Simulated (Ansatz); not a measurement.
# SrO2F (element-swapped structure): how the settings move a single-point run

How sensitive is a single-point run of SrO2F (element-swapped structure) to its settings? A reference run comes first, then four runs with altered input.

Method: reference: DFT PBE, plane waves, PAW, scalar-relativistic, no spin polarisation, in Ansatz 0.2.0.

### Step 1. The starting structure

Symmetry: Cmcm, No. 63, orthorhombic system. The conventional cell has a = 3.941 Å, b = 11.507 Å, c = 5.752 Å, α = 90.00°, β = 90.00°, γ = 90.00°. Sr (site symmetry m2m) is surrounded by 6 O at 2.57 to 2.66 Å and 2 F at 2.79 Å. F (site symmetry m2m) is surrounded by 4 O at 1.86 to 2.11 Å. O (site symmetry m) is surrounded by 2 F at 1.86 to 2.11 Å and 3 Sr at 2.57 to 2.66 Å.

Structure file:

```
Sr F O
1.0
     3.94149    0.00000    0.00000
     1.97075   -5.75349    0.00000
     0.00000    0.00000   -5.75197
Sr F O
2 2 4
Direct
  0.31200 0.37600 0.75000
  0.68800 0.62400 0.25000
  0.98400 0.03200 0.75000
  0.01600 0.96800 0.25000
  0.11800 0.76400 0.00000
  0.88200 0.23600 0.50000
  0.88200 0.23600 0.00000
  0.11800 0.76400 0.50000
```

### Step 2. Reference

input.yaml reads:

```yaml
crystal:
  lattice:
    - [3.941492, 0.0, 0.0]
    - [1.970746, -5.753489, 0.0]
    - [0.0, 0.0, -5.751972]
  atoms:
    - { symbol: Sr, position: [0.312, 0.376, 0.75] }
    - { symbol: Sr, position: [0.688, 0.624, 0.25] }
    - { symbol: F, position: [0.984, 0.032, 0.75] }
    - { symbol: F, position: [0.016, 0.968, 0.25] }
    - { symbol: O, position: [0.118, 0.764, 0.0] }
    - { symbol: O, position: [0.882, 0.236, 0.5] }
    - { symbol: O, position: [0.882, 0.236, 0.0] }
    - { symbol: O, position: [0.118, 0.764, 0.5] }
  symmetry: { tolerance: 0.0003 }
kpoints:
  mp_grid: { grid: [5, 5, 3], shift: [0, 0, 0] }
magnetization:
  spin_polarized: false
scf:
  occupations: { method: methfessel_paxton, width: 0.026 }
hamiltonian:
  pseudopotentials: { kind: paw }
  xc: pbe
basis:
  ecutwfc: 420
output:
  forces: true
  stress: true
  eigenvalues: true
```

Run with:

```console
ansatz run input.yaml --threads 1 --pin off --max-ram 2560MiB --backend cpu --events-out ev --progress --plain --runs-dir out
```

### Step 3. Changing settings: symmetry.detect false, occupations.method fermi_dirac, occupations.width 0.3, tolerance left out

Edit input.yaml of step 2 so:

```diff
@@ -14,3 +14,3 @@
     - { symbol: O, position: [0.118, 0.764, 0.5] }
-  symmetry: { tolerance: 0.0003 }
+  symmetry: { detect: false }
 kpoints:
@@ -20,3 +20,3 @@
 scf:
-  occupations: { method: methfessel_paxton, width: 0.026 }
+  occupations: { method: fermi_dirac, width: 0.3 }
 hamiltonian:
```

### Step 4. Changed: eigensolver.kind davidson, xc rpbe, ecutwfc 500 eV

Edit input.yaml of step 2 so:

```diff
@@ -21,7 +21,8 @@
   occupations: { method: methfessel_paxton, width: 0.026 }
+  eigensolver: { kind: davidson }
 hamiltonian:
   pseudopotentials: { kind: paw }
-  xc: pbe
+  xc: rpbe
 basis:
-  ecutwfc: 420
+  ecutwfc: "500 eV"
 output:
@@ -30 +31,5 @@
   eigenvalues: true
+  write_density: true
+  write_potential: true
+  elf: true
+  volumetric_format: npy
```

### Step 5. Changed: symmetry.detect false, tolerance left out

Edit input.yaml of step 2 so:

```diff
@@ -14,3 +14,3 @@
     - { symbol: O, position: [0.118, 0.764, 0.5] }
-  symmetry: { tolerance: 0.0003 }
+  symmetry: { detect: false }
 kpoints:
```

### Step 6. A further run, with the input changed

Edit input.yaml of step 2 so:

```diff
@@ -20,3 +20,3 @@
 scf:
-  occupations: { method: methfessel_paxton, width: 0.026 }
+  max_iter: 100
 hamiltonian:
```

(Steps that only read results are left out.)

What does the calculation give? Wanted: for each run, ending; energy change; pressure; gap; force.

The runs gave:

```tsv
run	ending	energy change	pressure (GPa)	gap (eV)	force (eV/Å)	cycles	time
reference	converged	0	1.9	0.00	1.76	12	7.1 s
1: symmetry.detect false, occupations.method fermi_dirac, occupations.width 0.3, tolerance left out	converged	-13.1 meV/atom (σ→0)	3.1	0.00	1.97	8	20 s
2: eigensolver.kind davidson, xc rpbe, ecutwfc 500 eV	converged	not comparable	4.9	0.00	1.87	11	13 s
3: symmetry.detect false, tolerance left out	converged	0.0 meV/atom	1.9	0.00	1.76	12	25 s
4: method left out, width left out	refused	-	-	-	-	-	0.02 s
```

Times don't compare one to one where runs were asked for different outputs or read a saved state (see the inputs); cycles may leave out searches for a lower state.

Residual by cycle in the longest SCF loop of each run; runs are numbered as in the table. The quantity is the density residual dr2, in eV.

```tsv
cycle	reference	run 1	run 2	run 3
1	0.0262	0.0747	0.0572	0.0265
2	0.0101	0.00591	0.015	0.0098
3	0.00386	0.00182	0.0049	0.00387
4	0.00375	6.1e-4	0.00234	0.00376
5	0.00189	6.6e-5	6.3e-4	0.00186
6	5.6e-4	3.6e-6	3.4e-4	5.6e-4
7	2.4e-4	1.3e-7	2.0e-4	2.4e-4
8	5.1e-5	1.2e-8	1.0e-4	6.4e-5
9	7.7e-6	-	5.2e-6	4.0e-5
10	1.3e-6	-	3.7e-7	3.7e-6
11	1.4e-7	-	1.8e-8	5.1e-7
12	1.5e-8	-	-	7.8e-8
```

**Reading.** 1 of the 4 altered inputs did not end normally.

The reference is no final answer either: its mesh is coarse for a cell with so small a gap or none; the cell is far from equilibrium (forces up to 1.8 eV/Å), so its values aren't those of the relaxed material; the structure is made up and not relaxed.
